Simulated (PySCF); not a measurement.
# CH7GeNOSi: the cost of one run

Programs: PySCF 2.14.0, with density-fitted response routines of our own. Each step states its level of theory. These are calculated values for one molecule in the gas phase, unless marked as measured. Atoms count from 0, in the outputs and in this text.

**1. The starting structure**

12 atoms, charge 0, multiplicity 1; geometry from: PBE0-D3(BJ)/def2-SVP.

Bonds of the start (Å): O0–C1 1.21, C1–N2 1.36, N2–Si3 1.79, Si3–Ge4 2.38, C1–H5 1.12, N2–H6 1.02, Si3–H7 1.50, Si3–H8 1.50, Ge4–H9 1.53, Ge4–H10 1.53, Ge4–H11 1.55.

**2. Nuclear shieldings: HF/pcSseg-1**

The job: settings as JSON, then the geometry in Å.

```
{"job": {"kind": "nmr", "xc": "HF", "basis": "pcSseg-1", "pop": false}, "charge": 0, "multiplicity": 1}
O     -0.970828     1.489431     0.846287
C     -1.769032     0.695766     0.403092
N     -1.449217    -0.447659    -0.264024
Si     0.214919    -1.000907    -0.598734
Ge     1.810998     0.508041     0.306875
H     -2.869574     0.848794     0.511879
H     -2.242816    -1.000022    -0.573205
H      0.355234    -1.140180    -2.081791
H      0.354323    -2.371754    -0.015916
H      1.698943     0.576104     1.834917
H      1.707630     1.897145    -0.332194
H      3.199355    -0.082860    -0.045731
```

Level: GIAO HF/pcSseg-1 NMR shielding, non-relativistic, gas phase.

Run with:

```sh
$ OMP_NUM_THREADS=1 python probes_run.py task.json out
```

One launch serves the whole session: the jobs run in the order shown.

Q: Estimate the wall time and peak memory of this first job on 1 thread of Arm Neoverse V2, shared host.

About 8.1 s, with a peak of 0.81 GiB.
